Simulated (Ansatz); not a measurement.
# ZrBrF2: the cost of one run

Computed with Ansatz 0.2.0 (DFT PBE, scalar-relativistic, plane waves, PAW, unless a step's input says otherwise).

### Step 1. The starting structure

Symmetry: Cmmm, No. 65, orthorhombic system. Conventional cell: a = 5.955 Å, b = 6.573 Å, c = 4.131 Å, α = 90.00°, β = 90.00°, γ = 90.00°. Zr (site symmetry mmm) is surrounded by 2 F at 1.99 Å. Around Br (site symmetry mmm) lie 2 F at 1.30 Å. F (site symmetry m2m) has 1 Br at 1.30 Å and 1 Zr at 1.99 Å in its first shell of neighbours.

Coordinates:

```cif
data_structure
_symmetry_space_group_name_H-M 'Cmmm'
_symmetry_Int_Tables_number 65
_cell_length_a 5.9548
_cell_length_b 6.5729
_cell_length_c 4.1311
_cell_angle_alpha 90.000
_cell_angle_beta 90.000
_cell_angle_gamma 90.000
_cell_volume 161.69
loop_
_atom_site_label
_atom_site_type_symbol
_atom_site_symmetry_multiplicity
_atom_site_Wyckoff_symbol
_atom_site_fract_x
_atom_site_fract_y
_atom_site_fract_z
_atom_site_occupancy
Zr1 Zr 2 a 0.00000 0.00000 0.00000 1
Br1 Br 2 b 0.50000 0.00000 0.00000 1
F1 F 4 i 0.50000 0.80210 0.00000 1
```

A structure generator made this guess: random cell by space group and Wyckoff sites (Cmmm, No. 65). Lengths come from tabulated atomic sizes and are only a guess.

### Step 2. Probe: one point on a coarse mesh

File input.yaml:

```yaml
crystal:
  lattice:
    - [2.97737746, -3.2864448, 0.0]
    - [2.97737746, 3.2864448, 0.0]
    - [0.0, 0.0, 4.13107701]
  atoms:
    - { symbol: Zr, position: [0.0, 0.0, 0.0] }
    - { symbol: Br, position: [0.5, 0.5, 0.0] }
    - { symbol: F, position: [0.69790347, 0.30209653, 0.0] }
    - { symbol: F, position: [0.30209653, 0.69790347, 0.0] }
basis:
  ecutwfc: 420
kpoints:
  mp_grid: { grid: [4, 4, 4] }
hamiltonian:
  xc: pbe
scf:
  occupations: { method: gaussian, width: 0.1 }
  lower_state_search: "off"
output:
  forces: true
  stress: true
  eigenvalues: true
```

The run is started by

```sh
ansatz run input.yaml --threads 1 --pin off --max-ram 2560MiB --backend cpu --events-out ev --progress --plain --runs-dir out
```

What time and memory should one allow on 1 thread of Arm Neoverse N1, shared host?

About 4.7 s, with a peak of 0.34 GiB.
